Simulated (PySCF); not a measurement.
# MoI: bond curves at several levels of theory

What are the lowest state that PBE0 finds, the bond length, vibrational wavenumber and bond energy of MoI, and how much do these hang on the method?

Program: PySCF 2.14.0. Level of theory: Mo def2-TZVPP with ECP28, I def2-TZVPP with ECP28, scalar-relativistic core potentials. These are calculated values, not measurements.

### 1 Input

A driver script around PySCF takes these settings:

| Property | Result |
| --- | --- |
| atoms | Mo, I |
| charge | 0 |
| basis | Mo def2-TZVPP with ECP28, I def2-TZVPP with ECP28 |
| Hamiltonian | scalar-relativistic core potentials |
| basis functions | 106 |
| electrons treated | 39 |
| masses in u | 97.9054, 126.9045 |
| levels | PBE0, PBE, r²SCAN, M06-2X, LDA, B97-3, M06-L, ωB97M-V, HF, MP2, SCS-MP2 |
| grid | 80 radial by 434 angular points |
| occupations | held fixed by the projection of orbital angular momentum |
| dissociation limit | Mo + I, each in its ground configuration |
| starting distance in angstrom | 2.605 |
| values of 2S to try | 1, 3, 5, 7, 9 |

The run is started by

```
OMP_NUM_THREADS=2 python dia.py task.json out
```

After this run come: The PBE0 curve of the state that the search chose; Higher solutions at PBE0; PBE; r²SCAN; M06-2X; LDA; B97-3; M06-L; ωB97M-V; UHF.

Q: Predict the outcome of this session. Wanted: for each run, Re; ωe; De; μ.

The runs gave:

Lowest PBE0 solution found, without spin–orbit coupling: ⁶Σ⁺ (sextet), unpaired electrons σ ↑, π ↑↑, δ ↑↑. State 2 has its PBE0 minimum 1.33 eV higher, as a spin-mixed determinant (⟨S²⟩ = 4.76), so this is no gap between pure states. State 3 has its PBE0 minimum 1.45 eV higher. State 4 has its PBE0 minimum 1.61 eV higher, as a spin-mixed determinant (⟨S²⟩ = 4.76), so this is no gap between pure states. The other levels ran on the lowest alone.

| level | Re (Å) | ωe (cm⁻¹) | De (eV) | μ (D) |
| --- | --- | --- | --- | --- |
| UHF | 2.764 | 183.5 | 1.72 | -7.06 |
| UHF-MP2 | 2.604 | 224.1 | 2.85 | n/a |
| UHF-SCS-MP2 | 2.630 | 215.1 | 2.86 | n/a |
| LDA | 2.565 | 233.9 | 3.49 | -3.45 |
| PBE | 2.619 | 215.7 | 2.94 | -3.79 |
| r²SCAN | 2.628 | 215.9 | 2.81 | -4.22 |
| M06-L | 2.640 | 211.8 | 3.11 | -4.01 |
| PBE0 | 2.630 | 214.3 | 2.82 | -4.73 |
| B97-3 | 2.652 | 207.5 | 2.97 | -4.64 |
| M06-2X | 2.648 | 206.9 | 3.10 | -4.87 |
| ωB97M-V | 2.645 | 213.3 | 2.83 | -5.33 |

De is counted to Mo + I in their ground configurations. A positive dipole means Mo(−)I(+).

**Reading.** Bond lengths run from 2.565 Å (LDA) to 2.764 Å (UHF). Among the levels with a De in the table, it runs from 1.72 eV (UHF) to 3.49 eV (LDA).

Correlated steps freeze 4 core orbitals. These are scalar-relativistic numbers at best; spin–orbit coupling would shift them, the dissociation energy most. With d or f electrons several states lie close, and the lowest PBE0 determinant need not be the measured ground state. At some levels the lowest empty orbital lies below the highest filled one (the two can be of opposite spin). With spin–orbit coupling the term label itself may not hold.
